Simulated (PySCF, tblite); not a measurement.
# F₄N₂Na₃O₈S₄+: electronic excitations, NMR shifts

Aim: compute the electronic excitations, NMR shifts of F₄N₂Na₃O₈S₄+ (`O=S(=O)(F)[N-]S(=O)(=O)F.O=S(=O)(F)[N-]S(=O)(=O)F.[Na+].[Na+].[Na+]`).

Computed with tblite 0.8.0 and PySCF 2.14.0 and routines of our own; the level stands in each step. Atoms count from 0.

## (1) The system as given

21 atoms, charge 1, multiplicity 1; geometry from: force field, distance geometry or constructed start.

## (2) Relaxing the molecule with GFN2-xTB

The job: settings as JSON, then the geometry in Å.

```
{"job": {"kind": "relax", "xc": "GFN2-xTB", "basis": "xTB"}, "charge": 1, "multiplicity": 1}
O      2.085700    -3.154500     1.844800
S      0.864800    -2.344000     1.760100
O      0.742000    -1.361400     2.838600
F     -0.275400    -3.385800     2.168600
N      0.411700    -1.820900     0.361700
S      0.331500    -2.958300    -0.725300
O     -0.421700    -4.161900    -0.409200
O      0.134000    -2.463000    -2.083100
F      1.839800    -3.502600    -0.818400
O     -2.920300    -0.110800    -3.024100
S     -1.810000    -0.773000    -2.351200
O     -0.553600    -0.745300    -3.096200
F     -2.200100    -2.318800    -2.463300
N     -1.630900    -0.545100    -0.806700
S     -2.954800    -0.810200     0.005700
O     -3.650600    -2.078600    -0.200600
O     -2.881300    -0.399300     1.407200
F     -3.988500     0.254300    -0.577300
Na    -0.000600     0.001800     0.002500
Na     0.008600     1.400800    -1.281900
Na    -0.084500     0.497100     1.834500
```

The run is started by

```sh
> OMP_NUM_THREADS=1 python large_run.py task.json out
```

This one command runs all jobs of the session in turn.

Standard output:

```text
step      E/eV     max force
  0   -1919.22485   16.888
  1   -1926.31184    6.246
  2   -1928.40400    3.980
  3   -1929.89690    1.867
  4   -1930.50014    1.652
  5   -1930.89232    1.275
  6   -1931.20498    1.706
  7   -1931.49049    1.345
  8   -1931.82284    1.271
  9   -1932.10859    1.513
 10   -1932.41495    1.302
 11   -1932.64313    1.382
 12   -1932.83840    1.287
 13   -1933.03239    0.925
 14   -1933.18226    0.829
 15   -1933.34750    0.831
 16   -1933.49275    0.805
 17   -1933.59288    0.804
 18   -1933.67546    0.633
 19   -1933.77707    0.740
 20   -1933.91776    0.994
 21   -1934.07201    1.078
 22   -1934.23381    1.304
 23   -1934.38987    1.120
 24   -1934.53567    0.839
 25   -1934.64918    0.733
 26   -1934.71937    0.651
 27   -1934.78022    0.596
 28   -1934.84200    0.683
 29   -1934.91608    0.711
 30   -1935.01476    0.595
 31   -1935.07482    0.618
 32   -1935.10687    0.440
 33   -1935.14135    0.381
 34   -1935.16804    0.399
 35   -1935.20242    0.441
 36   -1935.25072    0.547
 37   -1935.30587    0.526
 38   -1935.36252    0.444
 39   -1935.42374    0.559
 40   -1935.48828    0.635
 41   -1935.55043    0.581
 42   -1935.60402    0.461
 43   -1935.64716    0.439
 44   -1935.68636    0.459
 45   -1935.72186    0.552
 46   -1935.75328    0.424
 47   -1935.77981    0.439
 48   -1935.80574    0.593
 49   -1935.83554    0.522
 50   -1935.87993    0.559
 51   -1935.91923    0.435
 52   -1935.96815    0.500
 53   -1936.01821    0.651
 54   -1936.07571    0.656
 55   -1936.11125    0.667
 56   -1936.14691    1.000
 57   -1936.21059    0.553
 58   -1936.24371    0.421
 59   -1936.27841    0.476
 60   -1936.30569    0.385
 61   -1936.32911    0.325
 62   -1936.34767    0.310
 63   -1936.36171    0.321
 64   -1936.37959    0.335
 65   -1936.39775    0.291
 66   -1936.41063    0.348
 67   -1936.42060    0.266
 68   -1936.43074    0.249
 69   -1936.44654    0.246
 70   -1936.45734    0.231
 71   -1936.46764    0.225
 72   -1936.47682    0.221
 73   -1936.48775    0.183
 74   -1936.50024    0.256
 75   -1936.51349    0.281
 76   -1936.52629    0.246
 77   -1936.53737    0.283
 78   -1936.54952    0.241
 79   -1936.56243    0.248
 80   -1936.57851    0.258
 81   -1936.58514    0.234
 82   -1936.59823    0.321
 83   -1936.60283    0.247
 84   -1936.61067    0.246
 85   -1936.61891    0.256
 86   -1936.62730    0.289
 87   -1936.63882    0.390
 88   -1936.65292    0.322
 89   -1936.66717    0.286
 90   -1936.68123    0.257
 91   -1936.69532    0.316
 92   -1936.70751    0.257
 93   -1936.71839    0.281
 94   -1936.72813    0.263
 95   -1936.73843    0.266
 96   -1936.75093    0.309
 97   -1936.76300    0.269
 98   -1936.77644    0.372
 99   -1936.80611    0.715
100   -1936.77891    1.048
101   -1936.81015    0.758
102   -1936.79044    0.939
103   -1936.83193    0.302
104   -1936.84041    0.255
105   -1936.89030    0.454
106   -1936.92708    0.703
107   -1936.95006    0.837
108   -1936.98861    0.781
109   -1937.05086    0.494
110   -1937.09204    0.246
111   -1937.10017    0.194
112   -1937.10795    0.186
113   -1937.11327    0.172
114   -1937.11604    0.213
115   -1937.12007    0.149
116   -1937.12352    0.092
117   -1937.12804    0.093
118   -1937.13080    0.099
119   -1937.13335    0.096
120   -1937.13531    0.088
121   -1937.13740    0.080
122   -1937.13912    0.080
123   -1937.14061    0.083
124   -1937.14182    0.064
125   -1937.14276    0.061
126   -1937.14348    0.071
127   -1937.14417    0.063
128   -1937.14500    0.060
129   -1937.14606    0.069
130   -1937.14727    0.083
131   -1937.14841    0.081
132   -1937.14941    0.066
133   -1937.15037    0.060
134   -1937.15137    0.064
135   -1937.15235    0.062
136   -1937.15320    0.059
137   -1937.15390    0.053
138   -1937.15452    0.053
139   -1937.15505    0.054
140   -1937.15547    0.050
141   -1937.15583    0.038
142   -1937.15619    0.042
143   -1937.15652    0.040
144   -1937.15679    0.032
145   -1937.15702    0.033
146   -1937.15724    0.033
147   -1937.15746    0.034
148   -1937.15766    0.030
149   -1937.15784    0.031
150   -1937.15801    0.029
151   -1937.15818    0.036
152   -1937.15833    0.025
153   -1937.15842    0.019
```

Run time: 7.2 s. Hardware: 1 thread of Arm Neoverse N1, shared host; peak memory 0.18 GiB.

Step by step:

```
step  energy from step 0 (eV)  largest force (eV/Å)
   0                   0.0000               16.8874
   1                  -7.0870                6.2467
   2                  -9.1791                3.9795
   3                 -10.6720                1.8673
   4                 -11.2753                1.6527
   5                 -11.6675                1.2749
   6                 -11.9801                1.7060
   7                 -12.2656                1.3448
   8                 -12.5980                1.2709
  20                 -14.6929                0.9938
  33                 -15.9165                0.3809
  46                 -16.5284                0.4238
  59                 -17.0536                0.4756
  72                 -17.2520                0.2210
  84                 -17.3858                0.2461
  97                 -17.5381                0.2683
 110                 -17.8672                0.2463
 123                 -17.9158                0.0827
 136                 -17.9283                0.0592
 149                 -17.9330                0.0312
 150                 -17.9332                0.0288
 151                 -17.9333                0.0358
 152                 -17.9335                0.0252
 153                 -17.9336                0.0184
```

Close pairs (by a distance rule), those that changed most:

```
     bond  before (Å)  after (Å)  change (Å)
Na18–Na20       1.900      6.832      +4.933
Na18–Na19       1.899      5.680      +3.781
 F17–Na19       4.218      1.828      -2.390
  S1–Na18       3.056      5.176      +2.119
  F3–Na20       3.902      2.034      -1.868
  O9–Na19       3.728      1.893      -1.835
  N4–Na18       1.903      3.735      +1.833
 N13–Na18       1.900      3.285      +1.384
```

The next job starts from the end point, and lists it.

## (3) Electronic excitations: TDA B3LYP/def2-SVP

The job: settings as JSON, then the geometry in Å.

```
{"job": {"kind": "uv", "basis": "def2-SVP", "grid": 1, "kgrid": 0, "vcut": 1.5, "nstates": 6, "ntriplets": 2, "tda": true, "delta": [], "pop": true, "xc": "B3LYP"}, "charge": 1, "multiplicity": 1}
O      1.114103    -3.320924     2.363511
S      0.211199    -2.280688     2.130546
O      0.051353    -1.234851     3.078850
F     -1.338839    -2.952268     2.338624
N      0.115468    -1.749163     0.659999
S      0.244224    -2.877974    -0.451638
O     -0.088179    -4.189380    -0.114986
O      0.118173    -2.335612    -1.768778
F      1.913544    -2.904545    -0.432467
O     -2.097520     0.900352    -2.810831
S     -1.137404    -0.093854    -2.446078
O      0.069671    -0.113505    -3.194708
F     -1.954742    -1.429625    -2.858943
N     -0.900202    -0.088460    -0.916745
S     -1.693999    -0.998194     0.042397
O     -1.949351    -2.348673    -0.317930
O     -1.957046    -0.510854     1.354625
F     -3.295516    -0.375879    -0.599286
Na     1.351536    -1.488816    -2.855424
Na    -3.767402     0.790418    -1.925105
Na    -1.963397    -1.177071     3.110770
```

Method: TDA B3LYP/def2-SVP, vertical, gas phase, core orbitals frozen in the response, virtual orbitals cut by energy.

Standard output:

```text
start: PBE on a coarse grid of 25237 points
cycle   1  E = -3184.4750566709  dE =  7.739e+00  |g| = 2.699e+00  |ddm| = 6.221e+00
cycle   2  E = -3175.2912830617  dE =  9.184e+00  |g| = 7.567e+00  |ddm| = 9.267e+00
cycle   3  E = -3185.4208759937  dE = -1.013e+01  |g| = 1.369e+00  |ddm| = 7.701e+00
cycle   4  E = -3185.7275152164  dE = -3.066e-01  |g| = 6.835e-01  |ddm| = 1.874e+00
cycle   5  E = -3185.8060040257  dE = -7.849e-02  |g| = 2.726e-01  |ddm| = 6.756e-01
cycle   6  E = -3185.8186822649  dE = -1.268e-02  |g| = 1.049e-01  |ddm| = 3.067e-01
cycle   7  E = -3185.8207737988  dE = -2.092e-03  |g| = 2.262e-02  |ddm| = 1.030e-01
cycle   8  E = -3185.8208264613  dE = -5.266e-05  |g| = 1.569e-02  |ddm| = 2.964e-02
cycle   9  E = -3185.8208730608  dE = -4.660e-05  |g| = 2.833e-03  |ddm| = 1.536e-02
final grid: 107869 points
cycle  10  E = -3188.3741441054  dE = -2.085e-03  |g| = 2.446e-01  |ddm| = 5.572e-01
cycle  11  E = -3188.3474059205  dE =  2.674e-02  |g| = 4.545e-01  |ddm| = 6.026e-01
cycle  12  E = -3188.3840908177  dE = -3.668e-02  |g| = 6.428e-02  |ddm| = 4.151e-01
cycle  13  E = -3188.3849223679  dE = -8.316e-04  |g| = 5.595e-03  |ddm| = 5.852e-02
cycle  14  E = -3188.3849249879  dE = -2.620e-06  |g| = 5.022e-03  |ddm| = 8.126e-03
cycle  15  E = -3188.3849273563  dE = -2.368e-06  |g| = 5.076e-04  |ddm| = 4.315e-03
cycle  16  E = -3188.3849279660  dE = -6.096e-07  |g| = 2.636e-04  |ddm| = 6.228e-04
cycle  17  E = -3188.3849281906  dE = -2.247e-07  |g| = 8.297e-05  |ddm| = 2.751e-04
converged SCF energy = -3188.3849281906

Static polarisability (au): isotropic 103.974, principal 78.466 108.296 125.159

Singlet excitations
state   eV       nm        f      main configurations
  1   6.2908    197.1   0.06277   H->L 0.88
  2   6.4636    191.8   0.00850   H-1->L 0.88
  3   6.5667    188.8   0.00019   H->L+1 0.37, H->L+2 0.26, H->L+3 0.25
  4   6.8129    182.0   0.01192   H-2->L 0.89
  5   6.9504    178.4   0.00796   H->L+3 0.47, H->L+1 0.36
  6   7.0658    175.5   0.00979   H->L+2 0.61, H->L+1 0.20

Triplet excitations (Tamm-Dancoff, eV): 5.7302 6.0839
```

It took 2.1 min on 1 thread of Arm Neoverse N1, shared host; peak memory 0.71 GiB.

The orbitals next to the gap, with their largest atomic shares:

```
orbital      eV                           atoms
 HOMO−4  -12.99        O6 41 %, N4 12 %, O7 9 %
 HOMO−3  -12.85       O6 26 %, O0 21 %, O2 16 %
 HOMO−2  -12.72    O15 27 %, N13 18 %, O16 11 %
 HOMO−1  -12.35       N4 32 %, O15 32 %, O0 6 %
   HOMO  -11.90       N13 43 %, O9 15 %, N4 9 %
   LUMO   -4.70      S14 36 %, S5 13 %, O16 6 %
 LUMO+1   -4.13    Na19 17 %, S1 12 %, S10 10 %
 LUMO+2   -4.03  Na19 21 %, Na18 18 %, S10 10 %
 LUMO+3   -3.86      S10 21 %, S1 17 %, F12 9 %
```

With each of the 6 states as a Gaussian band of 0.4 eV half-width at 1/e, the curve within the window shown has maxima at 195 nm (ε 3,000) L/(mol cm). Beyond the last state computed it falls off for lack of states. The curve at chosen wavelengths:

nm, ε (L/mol/cm) and a bar:
```
      168        411 #
      170        597 ###
      172        801 ######
      174       1004 ########
      176       1191 ##########
      178       1360 ############
      180       1521 ##############
      182       1694 ################
      184       1895 ##################
      186       2131 ####################
      188       2389 #######################
      190       2640 ##########################
      192       2845 ############################
      193       2918 #############################
      195       2987 ##############################
      197       2938 #############################
      199       2775 ############################
      201       2515 #########################
      203       2189 #####################
      205       1833 #################
      207       1479 #############
      209       1152 #########
      211        867 ######
      213        632 ####
      215        447 ##
      217        307
```

Further results of this job:

```
           property  computed
polarisability (Å³)     15.41
 HOMO–LUMO gap (eV)      7.19
      −ε(HOMO) (eV)     11.90
```

## (4) NMR shifts: GIAO KT3/pcSseg-1

The job, as its differences from that of step 3:

```diff
@@ -1,2 +1,2 @@
-{"job": {"kind": "uv", "basis": "def2-SVP", "grid": 1, "kgrid": 0, "vcut": 1.5, "nstates": 6, "ntriplets": 2, "tda": true, "delta": [], "pop": true, "xc": "B3LYP"}, "charge": 1, "multiplicity": 1}
+{"job": {"kind": "nmr", "xc": "KT3", "basis": "pcSseg-1", "pop": false}, "charge": 1, "multiplicity": 1}
 O      1.114103    -3.320924     2.363511
```

Level: GIAO KT3/pcSseg-1 NMR shielding, non-relativistic, gas phase.

Standard output:

```text
start: PBE on a coarse grid of 25237 points
cycle   1  E = -3186.0432300537  dE =  7.785e+00  |g| = 2.797e+00  |ddm| = 5.477e+00
cycle   2  E = -3176.9479571303  dE =  9.095e+00  |g| = 7.680e+00  |ddm| = 7.603e+00
cycle   3  E = -3186.9557445755  dE = -1.001e+01  |g| = 1.416e+00  |ddm| = 6.494e+00
cycle   4  E = -3187.2733399990  dE = -3.176e-01  |g| = 7.050e-01  |ddm| = 1.625e+00
cycle   5  E = -3187.3524384084  dE = -7.910e-02  |g| = 2.877e-01  |ddm| = 5.825e-01
cycle   6  E = -3187.3653214802  dE = -1.288e-02  |g| = 1.187e-01  |ddm| = 2.639e-01
cycle   7  E = -3187.3678036286  dE = -2.482e-03  |g| = 2.755e-02  |ddm| = 9.411e-02
cycle   8  E = -3187.3678894111  dE = -8.578e-05  |g| = 1.673e-02  |ddm| = 2.775e-02
cycle   9  E = -3187.3679429866  dE = -5.358e-05  |g| = 3.213e-03  |ddm| = 1.332e-02
final grid: 217713 points
cycle  10  E = -3219.7493675758  dE = -4.722e-02  |g| = 4.902e-01  |ddm| = 6.906e-01
cycle  11  E = -3219.6881606067  dE =  6.121e-02  |g| = 7.501e-01  |ddm| = 6.878e-01
cycle  12  E = -3219.7638714626  dE = -7.571e-02  |g| = 2.625e-01  |ddm| = 6.500e-01
cycle  13  E = -3219.7760489206  dE = -1.218e-02  |g| = 7.516e-02  |ddm| = 2.484e-01
cycle  14  E = -3219.7770585039  dE = -1.010e-03  |g| = 2.230e-02  |ddm| = 6.567e-02
cycle  15  E = -3219.7771369181  dE = -7.841e-05  |g| = 6.958e-03  |ddm| = 1.872e-02
cycle  16  E = -3219.7771477270  dE = -1.081e-05  |g| = 1.523e-03  |ddm| = 6.039e-03
cycle  17  E = -3219.7771504434  dE = -2.716e-06  |g| = 1.075e-03  |ddm| = 1.775e-03
cycle  18  E = -3219.7771481717  dE =  2.272e-06  |g| = 1.819e-04  |ddm| = 8.693e-04
cycle  19  E = -3219.7771463842  dE =  1.787e-06  |g| = 7.881e-05  |ddm| = 1.694e-04
converged SCF energy = -3219.7771463842

GIAO shielding tensors (ppm)
atom      isotropic    diamagn.    paramagn.     s11        s22        s33       span
  0 O       56.687     393.299    -336.612     10.030     59.898    100.134     90.104
  1 S      240.310    1053.054    -812.744     87.150    183.600    450.180    363.030
  2 O      104.069     400.960    -296.891     55.667    122.197    134.344     78.677
  3 F       99.973     476.723    -376.750    -35.173    -23.368    358.459    393.633
  4 N       41.652     340.709    -299.056      1.977     38.115     84.866     82.889
  5 S      247.472    1052.124    -804.652     89.102    180.625    472.690    383.588
  6 O       76.976     392.496    -315.520     31.288     78.586    121.055     89.767
  7 O      116.785     406.335    -289.551     55.051    127.726    167.577    112.526
  8 F       68.225     478.422    -410.197    -80.646    -79.012    364.333    444.979
  9 O      103.371     395.601    -292.230     61.145    106.094    142.876     81.730
 10 S      235.952    1050.195    -814.243    122.658    188.131    397.068    274.411
 11 O      123.856     400.072    -276.216     83.845    131.045    156.678     72.833
 12 F       77.048     473.954    -396.906    -65.256    -25.164    321.563    386.820
 13 N       88.745     336.137    -247.392     58.359     92.476    115.401     57.042
 14 S      258.585    1050.307    -791.722    156.091    199.748    419.915    263.824
 15 O       29.453     402.388    -372.935    -61.942     57.536     92.766    154.709
 16 O      111.313     401.164    -289.850     54.611    116.983    162.347    107.736
 17 F      117.758     478.586    -360.828    -24.628      2.520    375.382    400.010
 18 Na     550.514     632.828     -82.314    518.539    560.943    572.062     53.523
 19 Na     554.863     629.327     -74.464    526.924    560.010    577.653     50.729
 20 Na     551.004     630.802     -79.798    531.530    553.100    568.384     36.854
```

Wall time 81 s (1 thread of Arm Neoverse N1, shared host); peak memory 0.59 GiB.

Shifts follow as δ = σ(reference) − σ, with reference shieldings (ppm) from runs at the same level and on the same kind of geometry: ¹⁹F CFCl3 142.4, ¹⁵N NH3 264.4, ¹⁷O H2O 330.8. The references are single molecules in the gas phase, so shifts against H2O, NH3, PH3, H3PO4 or CFCl3 are not on the usual liquid scales and can be off by tens of ppm. Each atom is listed at this fixed geometry, with no averaging over motion; a spectrum would average atoms that exchange fast.

```
atoms  σ (ppm)  δ (ppm)
  O15     29.5    301.3
   O0     56.7    274.1
   O6     77.0    253.8
   O9    103.4    227.4
   O2    104.1    226.7
  O16    111.3    219.5
   O7    116.8    214.0
  O11    123.9    206.9
  S10      236        –
   S1      240        –
   S5      247        –
  S14      259        –
   F8     68.2     74.1
  F12     77.0     65.3
   F3    100.0     42.4
  F17    117.8     24.6
   N4     41.7    222.7
  N13     88.7    175.6
 Na18      551        –
 Na20      551        –
 Na19      555        –
```

## (5) Results

| quantity | value |
| --- | --- |
| lowest singlet (B3LYP/def2-SVP) | 6.29 eV (197 nm), f = 0.063 |
| lowest triplet | 5.73 eV |
| ¹⁷O shifts against H2O (KT3/pcSseg-1) | 301.3, 274.1, 253.8, 227.4, 226.7, 219.5, 214.0, 206.9 ppm |
| ¹⁹F shifts against CFCl3 (KT3/pcSseg-1) | 74.1, 65.3, 42.4, 24.6 ppm |
| ¹⁵N shifts against NH3 (KT3/pcSseg-1) | 222.7, 175.6 ppm |
| shieldings of S, Na (KT3/pcSseg-1) | S10 236.0, S1 240.3, S5 247.5, S14 258.6, Na18 550.5, Na20 551.0, Na19 554.9 ppm |

The lowest singlet, at 6.29 eV, is HOMO→LUMO 0.88 and is bright. The lowest triplet lies 0.56 eV below the lowest singlet. Shifts at one fixed geometry are not the observed spectrum, which averages over the motion. At KT3/pcSseg-1: Shielding is most anisotropic at F8 (span 445 ppm, paramagnetic term -410 ppm).
